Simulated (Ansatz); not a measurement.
**C₃H₃Cl₂GaO₂: how energies converge with the basis set**

An exercise on one series of results from a longer session: the logs are not shown, and one member is left open.

The runs use Ansatz 0.2.0, Gaussian basis; one geometry, several basis sets.

The runs, in order: PBE0-D4/def2-SVP; ωB97M-V/def2-SVP; PBE0-D4/def2-QZVPP; ωB97M-V/def2-QZVPP; the functionals' def2-TZVPP values are taken from earlier runs.

## Structure used throughout

An earlier PBE0-D4 in a triple-zeta def2 set relaxation fixed the geometry.

SMILES `[Cl][Ga-]1([Cl])[O]C=CC=[O+]1`, 11 atoms, charge 0, spin multiplicity 1.

Atoms are counted from 1 here; the program's logs count them from 0.

Bond lengths: Cl1–Ga2 2.132 Å, Ga2–Cl3 2.132 Å, Ga2–O4 1.909 Å, Ga2–O8 1.909 Å, O4–C5 1.267 Å, C5–C6 1.389 Å, C5–H9 1.094 Å, C6–C7 1.389 Å, C6–H10 1.081 Å, C7–O8 1.267 Å, C7–H11 1.094 Å. Angles: Cl1–Ga2–Cl3 121.0°, Cl1–Ga2–O4 109.2°, Cl1–Ga2–O8 109.2°, Cl3–Ga2–O4 109.2°, Cl3–Ga2–O8 109.2°, O4–Ga2–O8 96.0°, Ga2–O4–C5 123.1°, O4–C5–C6 127.1°, O4–C5–H9 114.8°, C6–C5–H9 118.1°, C5–C6–C7 123.5°, C5–C6–H10 118.3°, C7–C6–H10 118.3°, C6–C7–O8 127.1°, C6–C7–H11 118.1°, O8–C7–H11 114.8°, Ga2–O8–C7 123.1°.

Set-up of the first run:

The input, in.yaml:

```yaml
crystal:
  periodic: [false, false, false]
  atoms:
    - {symbol: Cl, position_ang: [-1.419429, -2.197584, 2.107834]}
    - {symbol: Ga, position_ang: [0.250965, -1.155533, 1.288661]}
    - {symbol: Cl, position_ang: [2.225245, -1.500678, 2.017003]}
    - {symbol: O, position_ang: [-0.106663, 0.719168, 1.306239]}
    - {symbol: C, position_ang: [-0.261807, 1.404821, 0.251572]}
    - {symbol: C, position_ang: [-0.206031, 0.949920, -1.059317]}
    - {symbol: C, position_ang: [0.037105, -0.373802, -1.401516]}
    - {symbol: O, position_ang: [0.239910, -1.343282, -0.610637]}
    - {symbol: H, position_ang: [-0.460149, 2.467850, 0.419834]}
    - {symbol: H, position_ang: [-0.360496, 1.664085, -1.855655]}
    - {symbol: H, position_ang: [0.061331, -0.634975, -2.464008]}
basis:
  gaussian: {orbitals: def2-SVP}
hamiltonian: {xc: pbe0, dispersion: d4}
output: {orbitals: {seedname: orbitals}}
```

Steps of the session up to this table: PBE0-D4 in def2-SVP; ωB97M-V in def2-SVP; PBE0-D4 in def2-QZVPP; ωB97M-V in def2-QZVPP.

One of the session's tables, all rows but one given; the rest of the session is left out.

It belongs to the step «Density functionals: the series». 

```
functional       basis  HOMO (eV)  LUMO (eV)
   PBE0-D4    def2-SVP      -8.16      -2.72
   PBE0-D4  def2-TZVPP      -8.18      -2.79
   PBE0-D4  def2-QZVPP      -8.21      -2.83
   ωB97M-V    def2-SVP     -10.23      -0.51
   ωB97M-V  def2-TZVPP     -10.28      -0.65
   ωB97M-V  def2-QZVPP          ?          ?
```

Q: Estimate the row for ωB97M-V, def2-QZVPP from the others.

The run gave: HOMO (eV): -10.31; LUMO (eV): -0.71. In the column «HOMO (eV)» it is the lowest.
